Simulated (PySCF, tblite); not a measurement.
# C3H10SSeSi: geometry, infrared bands and NMR shifts

Wanted: the infrared bands and NMR shifts of C3H10SSeSi (`CC[Si@@H]([SeH])SC`), by calculation.

Computed with tblite 0.8.0 and PySCF 2.14.0, with density-fitted response routines of our own, on a single molecule in the gas phase. Atoms count from 0, in the outputs and in this text.

**1. The starting structure**

16 atoms, charge 0, multiplicity 1; geometry from: force field or distance geometry start.

Bonds of the start (Å): C0–C1 1.51, C1–Si2 1.89, Si2–Se3 2.27, Si2–S4 2.15, S4–C5 1.81, C0–H6 1.12, C0–H7 1.12, C0–H8 1.11, C1–H9 1.10, C1–H10 1.12, Si2–H11 1.47, Se3–H12 1.52, C5–H13 1.11, C5–H14 1.10, C5–H15 1.11.

**2. Optimising the geometry with GFN2-xTB**

The job: settings as JSON, then the geometry in Å.

```
{"job": {"kind": "relax", "xc": "GFN2-xTB", "basis": "xTB"}, "charge": 0, "multiplicity": 1}
C     -2.339500     0.709800    -0.086500
C     -1.625600    -0.554600    -0.511100
Si     0.166700    -0.546900     0.092700
Se     1.132200    -2.528400    -0.447600
S      1.224200     1.060200    -0.864000
C      2.699600     0.892700     0.171500
H     -3.399700     0.671500    -0.440700
H     -2.341900     0.819100     1.024900
H     -1.857200     1.599900    -0.536900
H     -1.636100    -0.653300    -1.603300
H     -2.137600    -1.441800    -0.064100
H      0.177900    -0.360100     1.549500
H      0.884300    -2.269900    -1.922600
H      2.446200     1.052200     1.238200
H      3.154400    -0.102500     0.044000
H      3.444600     1.661200    -0.115300
```

Launch:

```bash
$ OMP_NUM_THREADS=1 python probes_run.py task.json out
```

One launch serves the whole session: the jobs run in the order shown.

**Question.** This job is followed by: GFN2-xTB harmonic vibrations, gas phase; GIAO PBE0/pcSseg-1 NMR shielding, non-relativistic, gas phase. What will the session give for the following? strongest single infrared mode (GFN2-xTB); zero-point energy (GFN2-xTB); ¹³C shifts against TMS (PBE0/pcSseg-1); ¹H shifts against TMS (PBE0/pcSseg-1, means over atoms taken as alike); ²⁹Si shifts against TMS (PBE0/pcSseg-1); ⁷⁷Se shifts against Me2Se (PBE0/pcSseg-1); ³³S shifts against CS2 (PBE0/pcSseg-1); surface potential, 1st and 99th percentile.

**Answer**, as computed:

```
                                                              quantity                                   value
                             strongest single infrared mode (GFN2-xTB)                   2099 cm⁻¹, 291 km/mol
                                          zero-point energy (GFN2-xTB)                           74.8 kcal/mol
                                ¹³C shifts against TMS (PBE0/pcSseg-1)                    17.7, 14.3, 10.6 ppm
¹H shifts against TMS (PBE0/pcSseg-1, means over atoms taken as alike)  5.53, 2.28, 1.34, 1.18, 1.15, 0.01 ppm
                               ²⁹Si shifts against TMS (PBE0/pcSseg-1)                                23.2 ppm
                             ⁷⁷Se shifts against Me2Se (PBE0/pcSseg-1)                                -408 ppm
                                ³³S shifts against CS2 (PBE0/pcSseg-1)                                -167 ppm
                                 surface potential, 1st and 99th percentile                      -0.91 V and 0.98 V
```

What this shows: The optimisation took 76 steps and gained 0.216 eV; among the close pairs (by a distance rule), Se3–H12 changed most, from 1.518 to 1.433 Å. All 42 modes are real, so the xTB geometry is a minimum. The strongest single mode, at 2099 cm⁻¹, moves mainly H12. GFN2-xTB is a fitted tight-binding method: band positions and strengths are rough. Its intensities can rank the bands wrongly. At PBE0/pcSseg-1: The widest tensor belongs to Se3: span 651 ppm, with a paramagnetic part of -836 ppm. Spin-orbit coupling is left out, which matters for shieldings and couplings at and beside the heavy atoms.
